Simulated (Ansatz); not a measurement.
Relaxation of a periodic cell of 13 atoms, BRu12 (host Ru, host structure hcp, interstitial B), to a largest force component of 0.08 eV/Å in at most 25 steps.

Theory: DFT PBE-D3(BJ), scalar-relativistic, plane waves, PAW in Ansatz 0.2.0. Settings: accuracy low, cutoff 420 eV, k mesh 2x2x3, fermi-dirac smearing 0.1 eV, no spin polarisation.

```xyz
13
Lattice="5.4000 0.0000 0.0000 -4.0500 7.0148 0.0000 0.0000 0.0000 4.2768" Properties=species:S:1:pos:R:3
Ru 0.000 0.000 0.000
Ru 0.000 1.559 2.138
Ru -1.350 2.338 0.000
Ru -1.350 3.897 2.138
Ru -2.700 4.677 0.000
Ru -2.700 6.235 2.138
Ru 2.700 0.000 0.000
Ru 2.700 1.559 2.138
Ru 1.350 2.338 0.000
Ru 1.350 3.897 2.138
Ru 0.000 4.677 0.000
Ru 0.000 6.235 2.138
B 0.009 3.078 1.128
```

Where does it end, and by what steps?

The forces met the threshold. The force dipped under the threshold on the way, but the program's further checks kept it going. Limits of this set-up: coarse k mesh, odd electron count without spin, low accuracy level. After 6 steps the energy has fallen by 1.536 eV; Ru2 moved furthest, 0.12 Å.

```tsv
step	energy less start (eV)	largest force component (eV/Å)	accepted
0	0.0000	5.100	yes
1	-1.4372	1.040	yes
2	-1.5216	0.455	yes
3	-1.5196	0.296	no
4	-1.5300	0.245	yes
5	-1.5359	0.023	yes
6	-1.5359	0.023	yes
```

```xyz
13
Lattice="5.4000 0.0000 0.0000 -4.0500 7.0148 0.0000 0.0000 0.0000 4.2768" Properties=species:S:1:pos:R:3
Ru 0.009 -0.036 0.033
Ru -0.004 1.454 2.197
Ru -1.433 2.287 -0.045
Ru -1.435 3.926 2.205
Ru -2.687 4.732 0.041
Ru -2.690 6.238 2.136
Ru 2.692 -0.008 0.010
Ru 2.690 1.497 2.106
Ru 1.435 2.303 -0.058
Ru 1.435 3.943 2.192
Ru 0.005 4.775 -0.050
Ru -0.008 6.265 2.114
B 0.001 3.115 1.074
```

Whether the end is a true minimum wasn't checked by a vibrational analysis.

Run time: 21 s on 2 threads of Intel(R) Xeon(R) Platinum 8488C (Sapphire Rapids), with other jobs on the host, peak memory 0.6 GiB.
